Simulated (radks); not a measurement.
# V¹⁹⁺ in [He] 2s1.75 2p0.25: an all-electron calculation

One table from this session's results is given with a row withheld; the runs are named, their logs left out.

Program: radks (a radial shooting solver on a logarithmic mesh, Libxc functionals) version 1. Level of theory: Dirac Kohn-Sham, BLYP, spin-unpolarised, spherical densities, finite nucleus; open shells are shared between the two j in proportion to 2j + 1. These are calculated values, not measurements, unless marked.

## What is computed

```
element            : vanadium (Z = 23)
charge             : +19
electrons          : 4
configuration      : [He] 2s1.75 2p0.25
nuclear rms radius : 3.6002 fm
```

The first run:

Settings of this run:

```text
Z 23
configuration [He] 2s1.75 2p0.25
relativity Dirac
functional b88,lyp
spin unpolarised
j_filling average
nucleus finite rms 3.6002 fm
c 137.035999084
```

One table of the session follows, with a row left open; its other results are not shown here.

It belongs to the step «Orbitals and density». Sizes of the orbitals, from the radial functions (bohr):

| level | <r> | outermost maximum (interpolated) | 90 % within |
| --- | --- | --- | --- |
| 1s1/2 | 0.06596 | 0.0434 | 0.118 |
| 2s1/2 | 0.2767 | 0.239 | 0.423 |
| 2p1/2 | 0.2359 | 0.187 | 0.380 |
| 2p3/2 | ? | ? | ? |

Estimate the missing values for 2p3/2.

As computed: <r>: 0.2381; outermost maximum (interpolated): 0.189; 90 % within: 0.383. In the column «<r>» it lies between 2p1/2 (0.2359) and 2s1/2 (0.2767).
